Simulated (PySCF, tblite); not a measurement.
# C6H11AlO: geometry, infrared bands and NMR shifts

Aim: predict the infrared bands and NMR shifts of C6H11AlO (`C[O][AlH][C@H]1C=CCC1`).

Programs: tblite 0.8.0 and PySCF 2.14.0, with density-fitted response routines of our own. Each step states its level of theory. These are calculated values for one molecule in the gas phase, unless marked as measured. Atoms are numbered from 0 throughout.

### Step 1. The starting structure

19 atoms, charge 0, multiplicity 1; geometry from: force field or distance geometry start.

Bonds of the start (Å): C0–O1 1.43, O1–Al2 1.84, Al2–C3 1.99, C3–C4 1.53, C4–C5 1.33, C5–C6 1.49, C6–C7 1.53, C7–C3 1.51, C0–H8 1.11, C0–H9 1.09, C0–H10 1.11, Al2–H11 1.59, C3–H12 1.08, C4–H13 1.08, C5–H14 1.10, C6–H15 1.11, C6–H16 1.11, C7–H17 1.09, C7–H18 1.10.

### Step 2. Geometry optimisation with GFN2-xTB

What the job is given:

```
{"job": {"kind": "relax", "xc": "GFN2-xTB", "basis": "xTB"}, "charge": 0, "multiplicity": 1}
C      3.738100     0.307600    -0.557200
O      2.431100     0.706500    -0.967900
Al     1.303100    -0.470600    -0.124500
C     -0.625400    -0.420900    -0.595100
C     -1.350800    -1.202900     0.494900
C     -2.492000    -0.565300     0.759300
C     -2.622500     0.660600    -0.083100
C     -1.148600     0.973900    -0.322800
H      3.872100     0.621400     0.501600
H      4.496800     0.748900    -1.195300
H      3.731100    -0.799300    -0.575800
H      1.816200    -1.584700     0.891900
H     -0.869000    -0.803000    -1.578400
H     -0.996900    -2.114900     0.948300
H     -3.242000    -0.873600     1.508400
H     -3.165600     1.461300     0.463000
H     -3.156800     0.361400    -1.013900
H     -0.737000     1.330200     0.617000
H     -0.991600     1.672600    -1.162800
```

The run is started by

```sh
OMP_NUM_THREADS=1 python probes_run.py task.json out
```

One launch serves the whole session: the jobs run in the order shown.

**Question.** This job is followed by: GFN2-xTB harmonic vibrations, gas phase; GIAO PBE0/pcSseg-1 NMR shielding, non-relativistic, gas phase. What will the session give for the following? strongest single infrared mode (GFN2-xTB); zero-point energy (GFN2-xTB); 13C shifts against TMS (PBE0/pcSseg-1); 1H shifts against TMS (PBE0/pcSseg-1, means over atoms taken as alike); 17O shifts against H2O (PBE0/pcSseg-1); 27Al shifts against AlH4- (PBE0/pcSseg-1); surface potential, 1st and 99th percentile.

**Answer**, as computed:

| quantity | value |
| --- | --- |
| strongest single infrared mode (GFN2-xTB) | 1826 cm⁻¹, 289 km/mol |
| zero-point energy (GFN2-xTB) | 94.3 kcal/mol |
| 13C shifts against TMS (PBE0/pcSseg-1) | 150.4, 128.0, 56.8, 44.1, 42.3, 39.3 ppm |
| 1H shifts against TMS (PBE0/pcSseg-1, means over atoms taken as alike) | 6.59, 6.01, 4.46, 3.60, 2.94, 2.26, 2.10, 1.77, 0.80 ppm |
| 17O shifts against H2O (PBE0/pcSseg-1) | 62.0 ppm |
| 27Al shifts against AlH4- (PBE0/pcSseg-1) | 78.1 ppm |
| surface potential, 1st and 99th percentile | -0.88 V and 1.47 V |

What this shows: Over 188 steps the energy fell by 1.490 eV; of the close pairs, O1–Al2 changed most, 1.836 to 1.647 Å. No mode is imaginary among the 51: a minimum at this level. The strongest single mode, at 1826 cm⁻¹, moves mainly H11. GFN2-xTB is a fitted tight-binding method: band positions and strengths are rough. Its intensities can rank the bands wrongly. At PBE0/pcSseg-1: Shielding is most anisotropic at C4 (span 221 ppm, paramagnetic term -220 ppm).
